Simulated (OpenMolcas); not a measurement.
# Rh⁵⁺ among point charges: CASSCF and CASPT2 levels and susceptibility

How does a field of 8 point charges split the states of Rh⁵⁺, and what χT follows?

The numbers are computed with OpenMolcas 26.06 (state-averaged CASSCF and CASPT2, spin-orbit coupling by RASSI with atomic mean-field integrals), except any that are marked as measured or tabulated.

**1. The system**

- Species: Rh⁵⁺ (rhodium, Z = 45, 40 electrons)
- Basis: ANO-RCC-VDZP [6s5p3d1f], 43 functions
- Scalar Hamiltonian: DKH2, point nucleus
- Inactive shells: 1s 2s 2p 3s 3p 3d 4s 4p
- Active space: 4 electrons in 5 orbitals (4d)
- Some configurations of this space: 4d⁴
- Orbitals: optimised for each spin and parity, averaged over all roots

Outer shells as boxes (Hund's rule):

4d4
```
4d [↑ ][↑ ][↑ ][↑ ][  ]
```

The ion sits among 8 point charges of -1.2 e arranged as a cube (Oh), 2.42 Å from the ion.

Each step is its own input file, run in one work folder so that later steps find the files of earlier ones. Labels, J, g values, rates, χT and fits are worked out afterwards by a script from the matrices that RASSI stores. The input lists half of the charges; inversion (Group=XYZ) makes the rest.

**2. Basis and integrals**

The input, a.inp:

```
&GATEWAY
Coord
1

Rh 0.0 0.0 0.0
Basis=ANO-RCC-VDZP
Group=XYZ
NoMove
AngMom=0.0 0.0 0.0
AMFI
XField
4 Angstrom 0
1.397188 1.397188 1.397188 -1.200000
1.397188 1.397188 -1.397188 -1.200000
1.397188 -1.397188 1.397188 -1.200000
1.397188 -1.397188 -1.397188 -1.200000
&SEWARD
```

The run is started by

```console
$ OMP_NUM_THREADS=1 MOLCAS_MEM=1689 MOLCAS_PROJECT=a pymolcas a.inp > a.log
```

**3. Reference wave functions, quintets of even parity, 5 roots**

The input, a.inp:

```
&RASSCF
FileOrb=start.orb
Symmetry=1
Spin=5
nActEl=4 0 0
Inactive=9 9
Ras2=5 0
CIRoot=5 5 1
SDav=5
CIMx=300
Iter=120 100
PrWF=0.3
OrbListing=Nothing
MaxOrb=0
>>> COPY $Project.JobIph JOB001
```

start.orb holds the contracted functions of the basis, ordered by shell, or the orbitals of the step before.

**4. CASSCF: triplets of even parity, 45 roots**

The input, a.inp:

```
&RASSCF
FileOrb=start.orb
Symmetry=1
Spin=3
nActEl=4 0 0
Inactive=9 9
Ras2=5 0
CIRoot=45 45 1
SDav=45
CIMx=300
Iter=120 100
PrWF=0.3
OrbListing=Nothing
MaxOrb=0
>>> COPY $Project.JobIph JOB002
```

**5. CASSCF: singlets of even parity, 50 roots**

The input, a.inp:

```
&RASSCF
FileOrb=start.orb
Symmetry=1
Spin=1
nActEl=4 0 0
Inactive=9 9
Ras2=5 0
CIRoot=50 50 1
SDav=50
CIMx=300
Iter=120 100
PrWF=0.3
OrbListing=Nothing
MaxOrb=0
>>> COPY $Project.JobIph JOB003
```

**6. State interaction with spin-orbit coupling**

The input, a.inp:

```
&RASSI
NrOfJobIphs=3 5 45 50
1 2 3 4 5
1 2 3 4 5 6 7 8 9 10 11 12 13 14 15 16 17 18 19 20 21 22 23 24 25 26 27
28 29 30 31 32 33 34 35 36 37 38 39 40 41 42 43 44 45
1 2 3 4 5 6 7 8 9 10 11 12 13 14 15 16 17 18 19 20 21 22 23 24 25 26 27
28 29 30 31 32 33 34 35 36 37 38 39 40 41 42 43 44 45 46 47 48 49 50
IphNames
JOB001
JOB002
JOB003
EJob
SpinOrbit
DIPRint=1.0
SOCoupling=1000.0
Subsets=2
Property=9
'ANGMOM' 1 'ANGMOM' 2 'ANGMOM' 3 'MLTPL  1' 1 'MLTPL  1' 2 'MLTPL  1' 3
'AMFI' 1 'AMFI' 2 'AMFI' 3
SOProperty=3
'ANGMOM' 1 'ANGMOM' 2 'ANGMOM' 3
```

**7. CASPT2: IPEA 0.25, imaginary shift 0.1 (closed shells correlated: 4s 4p)**

The input, a.inp:

```
>>> COPY JOB001 $Project.JobIph
&CASPT2
Multistate=5 1 2 3 4 5
NoMult
Frozen=8 6
IPEA=0.25
Imaginary=0.1
MaxIter=60
WThr=0.0 0.3 0.05
PrWF=0.5
NoMix
>>> COPY JOB002 $Project.JobIph
&CASPT2
Multistate=45 1 2 3 4 5 6 7 8 9 10 11 12 13 14 15 16 17 18 19 20 21 22
23 24 25 26 27 28 29 30 31 32 33 34 35 36 37 38 39 40 41 42 43 44 45
NoMult
Frozen=8 6
IPEA=0.25
Imaginary=0.1
MaxIter=60
WThr=0.0 0.3 0.05
PrWF=0.5
NoMix
>>> COPY JOB003 $Project.JobIph
&CASPT2
Multistate=50 1 2 3 4 5 6 7 8 9 10 11 12 13 14 15 16 17 18 19 20 21 22
23 24 25 26 27 28 29 30 31 32 33 34 35 36 37 38 39 40 41 42 43 44 45 46
47 48 49 50
NoMult
Frozen=8 6
IPEA=0.25
Imaginary=0.1
MaxIter=60
WThr=0.0 0.3 0.05
PrWF=0.5
NoMix
```

(Steps that only read results are left out.)

Before running it: what results should come out? Wanted: spin-free ground state; first state of the same spin within the active space; lowest level; next level.

As calculated:

| quantity | value |
| --- | --- |
| method | SS-CASPT2, IPEA 0.25, imaginary shift 0.1 (closed shells correlated: 4s 4p) |
| spin-free ground state | 5T2, 3-fold in its orbital part |
| first state of the same spin within the active space | 5E at 1160 cm⁻¹ |
| lowest level | 1-fold A1 |
| next level | 692.2 cm⁻¹ |
| χT at 300 K | 0.48 cm³ K/mol |
| effective moment at 300 K | 1.95 μB |

Cost by method:

```csv
method,time of its own steps,time with the reference
A. CASSCF,20 s,20 s
"B. SS-CASPT2, IPEA 0.25, imaginary shift 0.1, +4s 4p",4.9 s,25 s
```

Times are of one thread on a shared host.

**Reading.** The spin-free ground state (5T2) comes to 100 % from free-ion D terms and keeps the highest spin of the shell. χT at 300 K is 0.48, against 3.01 cm³ K/mol for the spin alone, so spin-orbit coupling lowers it. An active space of the d shell alone favours high spin; real ions in strong fields can be low spin. CASPT2 does not keep the components of a term degenerate, and the means are used. The field of point charges can differ much from that of real complexes. With metal d orbitals alone active, the gaps between spin states are rough; where two lie within a few thousand cm-1, their order is open. This is an electrostatic model: the charges have no orbitals.
